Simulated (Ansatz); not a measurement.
**r2SCAN/def2-SVPD run of C2H4BCl (SMILES C=CBCl)**

What is the vertical electron affinity of C2H4BCl at r2SCAN/def2-SVPD? 

Program for the calculation: Ansatz 0.2.0.

39 further runs of the same task are left out: 39 set aside as unsound or not needed.

## Step 1: The system as given

C2H4BCl has 8 atoms, charge 0, and is taken as a singlet. SMILES: `C=CBCl`. The shape is that of a PBE0-D4/def2-TZVP optimisation. This is one conformer, not always the lowest.

Bond lengths: C1–C2 1.337 Å, C2–B3 1.531 Å, B3–Cl4 1.750 Å, C1–H5 1.086 Å, C1–H6 1.086 Å, C2–H7 1.088 Å, B3–H8 1.194 Å. Angles: C1–C2–B3 119.9°, C2–B3–Cl4 121.0°, C1–C2–H7 118.9°, B3–C2–H7 121.2°, C2–C1–H5 120.8°, C2–C1–H6 122.7°, C2–B3–H8 121.9°, Cl4–B3–H8 117.1°, H5–C1–H6 116.4°.

## Step 2: The energy at r2SCAN/def2-SVPD

File job.yaml:

```yaml
crystal:
  periodic: [false, false, false]
  atoms:
    - {symbol: C, position_ang: [0.357400, 1.219900, -0.260000]}
    - {symbol: C, position_ang: [0.353800, 0.057700, 0.401100]}
    - {symbol: B, position_ang: [-0.528600, -1.094400, -0.086400]}
    - {symbol: Cl, position_ang: [-0.555100, -2.627600, 0.756600]}
    - {symbol: H, position_ang: [-0.259700, 1.360400, -1.142800]}
    - {symbol: H, position_ang: [0.965100, 2.067000, 0.044900]}
    - {symbol: H, position_ang: [0.984000, -0.048700, 1.281300]}
    - {symbol: H, position_ang: [-1.225000, -0.991500, -1.050400]}
basis:
  gaussian:
    orbitals: def2-SVPD
hamiltonian:
  xc: {name: r2SCAN}
output:
  orbitals: {seedname: orbitals}
accuracy: high
```

Command:

```console
ansatz run job.yaml --threads 1 --pin off --max-ram 3480MiB --events-out events.jsonl --progress --plain --runs-dir runs
```

Output:

```text
Warning: RAYON_NUM_THREADS=1 ignored (pool sized by the plan → 1); use --threads N
Functional definition: r2SCAN
  name "r2SCAN"
  parameter k0 = 0.174
  parameter k1 = 0.065
  parameter a1 = 4.9479
  exchange = r2scan_x(k0 = k0, k1 = k1, a1 = a1)
  correlation = r2scan_c
2385 factors; integrals over basis functions are off by at most 3.7e-9 eV
mean field evaluation 1: about -15324.4793 eV, gradient 4.5e1 eV
mean field evaluation 2: about -15318.7457 eV, gradient 6.3e1 eV
mean field evaluation 4: about -15330.0184 eV, gradient 5.7e0 eV
mean field evaluation 8: about -15330.1123 eV, gradient 2.9e-1 eV
mean field evaluation 16: about -15330.1125 eV, gradient 1.7e-5 eV
mean field -15330.11245372 eV, -563.3712415508 hartree, gradient 3.8e-8 eV, S^2 0.000000; 0 other end points of the search recorded, 0 dependent functions left out
reference -15330.11245491 eV, -563.3712415945 hartree; 19, 19 occupied and 100, 100 virtual orbitals, 2385 factors
Total energy: -15330.11245491 eV, -563.3712415945 hartree
```

Wall time 16 s (1 thread of Arm Neoverse V1, shared host); peak memory 0.4 GiB.

## Step 3: The doublet anion, same level

File molecule.yaml:

```yaml
crystal:
  periodic: [false, false, false]
  atoms:
    - symbol: C
      position_ang: [0.357400, 1.219900, -0.260000]
    - symbol: C
      position_ang: [0.353800, 0.057700, 0.401100]
    - symbol: B
      position_ang: [-0.528600, -1.094400, -0.086400]
    - symbol: Cl
      position_ang: [-0.555100, -2.627600, 0.756600]
    - symbol: H
      position_ang: [-0.259700, 1.360400, -1.142800]
    - symbol: H
      position_ang: [0.965100, 2.067000, 0.044900]
    - symbol: H
      position_ang: [0.984000, -0.048700, 1.281300]
    - symbol: H
      position_ang: [-1.225000, -0.991500, -1.050400]
basis:
  gaussian:
    orbitals: def2-SVPD
total_charge: -1
magnetization:
  spin_polarized: true
  initial_magnetization: 1
hamiltonian:
  xc: r2scan
accuracy: high
output: {orbitals: {seedname: orbitals}}
```

Command:

```console
ansatz run molecule.yaml --threads 1 --pin off --max-ram 3480MiB --events-out events.jsonl --progress --plain --runs-dir runs
```

Output, shortened:

```text
Warning: RAYON_NUM_THREADS=1 ignored (pool sized by the plan → 1); use --threads N
[... 7 set-up lines as earlier in the session ...]
2385 factors; integrals over basis functions are off by at most 3.7e-9 eV
mean field evaluation 1: about -15325.0470 eV, gradient 3.0e1 eV
mean field evaluation 2: about -15301.8958 eV, gradient 6.3e1 eV
mean field evaluation 4: about -15330.1115 eV, gradient 7.3e0 eV
mean field evaluation 8: about -15330.4509 eV, gradient 3.5e-1 eV
mean field evaluation 16: about -15330.4522 eV, gradient 8.8e-4 eV
mean field -15330.45218796 eV, -563.3837265537 hartree, gradient 7.7e-8 eV, S^2 0.771051; 0 other end points of the search recorded, 0 dependent functions left out
reference -15330.45219625 eV, -563.3837268584 hartree; 20, 19 occupied and 99, 100 virtual orbitals, 2385 factors
Total energy: -15330.45219625 eV, -563.3837268584 hartree
```

Run time: 30 s. Hardware: 1 thread of Arm Neoverse V1, shared host; peak memory 0.55 GiB.

## Step 4: What came out

Level: r2SCAN/def2-SVPD.

```
                                         quantity          value
                    singlet C2H4BCl: total energy  -563.37124 Eh
                     singlet C2H4BCl: HOMO energy       -7.44 eV
                     singlet C2H4BCl: LUMO energy       -2.85 eV
                   singlet C2H4BCl: HOMO–LUMO gap        4.59 eV
                      doublet anion: total energy  -563.38373 Eh
doublet anion: HOMO energy (highest over α and β)        2.29 eV
 doublet anion: LUMO energy (lowest over α and β)        4.08 eV
                              doublet anion: ⟨S²⟩          0.771
vertical electron affinity (to the doublet anion)       0.340 eV
```

In words: At fixed nuclei the extra electron is bound by 0.34 eV (7.8 kcal/mol). The HOMO (doublet anion) lies at positive energy, 2.29 eV, as semi-local functionals often give for anions; only total energies tell whether the electron is bound.
